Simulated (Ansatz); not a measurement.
The system is TaWC2.

```
CELL_PARAMETERS angstrom
1.57186 0.90751 5.10162
-1.57186 0.90751 5.10162
0.00000 -1.81502 5.10162
ATOMIC_POSITIONS crystal
W 0.00000 0.00000 0.00000
Ta 0.50000 0.50000 0.50000
C 0.25093 0.25093 0.25093
C 0.74907 0.74907 0.74907
```

The cell comes from a database or a generator and needn't be the stable form of this composition.

```yaml
Program: Ansatz 0.2.0
Task: single point
Functional: PBE
Potentials_or_basis: Ansatz PAW
Cutoff: "420 eV (not typed: the program's choice for these potentials)"
k_mesh: 10 × 10 × 10
Occupations: fermi-dirac, width 0.05 eV
Spin: no spin polarisation
```

On this cell: pressure -2.6 GPa; largest force 0.056 eV/Å; band gap on the k mesh none (metal or under the smearing width).

The same run follows on a disturbed copy (atoms moved at random, drawn with an rms of 0.05 Å):

```xyz
4
Lattice="1.5719 0.9075 5.1016 -1.5719 0.9075 5.1016 0.0000 -1.8150 5.1016" Properties=species:S:1:pos:R:3 pbc="T T T"
W     0.0148   -0.0411   -0.0006
Ta    0.0455    0.0298    7.6277
C     0.0198    0.0033    3.8309
C    -0.0271   -0.0257   11.4327
```

**Question.** What changes?

**Answer.** The energy (extrapolated to zero smearing) moves by +7.0 meV/atom; pressure -2.0 GPa; largest force 0.776 eV/Å; band gap on the k mesh none (metal or under the smearing width).

Forces in eV/Å, atoms in the order of the input:
```
W   -0.293 -0.013 -0.144
Ta  -0.337 -0.130  0.065
C   -0.060 -0.156 -0.110
C    0.690  0.299  0.190
```

Stress tensor (GPa, compression positive):
```
-2.19  0.22  0.14
 0.22 -2.08 -0.15
 0.14 -0.15 -1.75
```
